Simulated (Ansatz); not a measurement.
# BGePH (quartet): wave-function methods side by side, cc-pVDZ

The task here is to estimate one member of a computed series from the others.

Method: cc-pVDZ, core rule «outside noble gas», up to 20 orbitals frozen; program: Ansatz 0.2.0, Gaussian basis.

Plan: UHF; CCSD(T) on ROHF; CCSD(T) on UHF; BCCD(T) on ROHF; CISD; CCSDT(Q) on ROHF; CCSDT(Q) on UHF.

25 further runs of the same task are left out: 16 that didn't finish, 9 set aside as unsound or not needed.

## What is computed

The geometry is a PBE0/def2-TZVP stationary point (not a proven minimum). No spin-orbit coupling is included. The filled d shell of Ge may be among the frozen orbitals whatever the setting's name suggests; the logs give the count.

4 atoms, charge 0, spin multiplicity 4.

Atoms are counted from 1 here; the program's logs count them from 0.

Bond lengths: Ge1–B2 1.958 Å, B2–P3 1.912 Å, P3–H4 1.427 Å. Angles: Ge1–B2–P3 175.8°, B2–P3–H4 93.8°.

Set-up of the first run:

in.yaml reads:

```yaml
crystal:
  periodic: [false, false, false]
  atoms:
    - {symbol: Ge, position_ang: [0.000003, -0.311368, 2.468469]}
    - {symbol: B, position_ang: [-0.000013, -0.288606, 0.510326]}
    - {symbol: P, position_ang: [0.000004, -0.407523, -1.397882]}
    - {symbol: H, position_ang: [0.000006, 1.007498, -1.580913]}
basis:
  gaussian: {orbitals: cc-pVDZ}
magnetization: {spin_polarized: true, initial_magnetization: 3}
hamiltonian: {xc: hf}
output: {orbitals: {seedname: orbitals}}
```

On the command line:

```
> ansatz run in.yaml --threads 1 --pin off --events-out ev --progress --plain --max-ram 2393MiB
```

Steps of the session up to this table: UHF; CCSD(T) on ROHF; CCSD(T) on UHF; BCCD(T) on ROHF; CISD; CCSDT(Q) on ROHF; CCSDT(Q) on UHF.

One of the session's tables, all rows but one given; the rest of the session is left out.

| method | from UCCSDT(Q) (kJ/mol) |
| --- | --- |
| ROHF | +736.2 |
| UHF | +716.6 |
| RMP2 | +146.3 |
| UMP2 | +149.4 |
| CISD | +108.2 |
| RCCSD | +35.1 |
| UCCSD | +34.3 |
| RCCSD(T) | +7.3 |
| UCCSD(T) | ? |
| BCCD(T) | +7.2 |
| RCCSDT | +2.3 |
| UCCSDT | +2.0 |
| RCCSDT(Q) | +0.4 |
| UCCSDT(Q) | 0 |

Estimate the missing values for UCCSD(T).

As computed: from UCCSDT(Q) (kJ/mol): +7.0. In the column «from UCCSDT(Q) (kJ/mol)» it lies between RCCSDT (+2.3) and BCCD(T) (+7.2).

With the free atoms at the same levels and basis (separate runs), the atomisation energy is 7.917 eV at UCCSDT(Q), 7.880 eV at RCCSD(T), 7.872 eV at UCCSD(T), 5.908 eV at ROHF.

Limits of these values: Restricted and unrestricted rows rest on different reference determinants; where their highest levels disagree by more than a few hundredths of an eV, they describe different states and don't form one ladder.
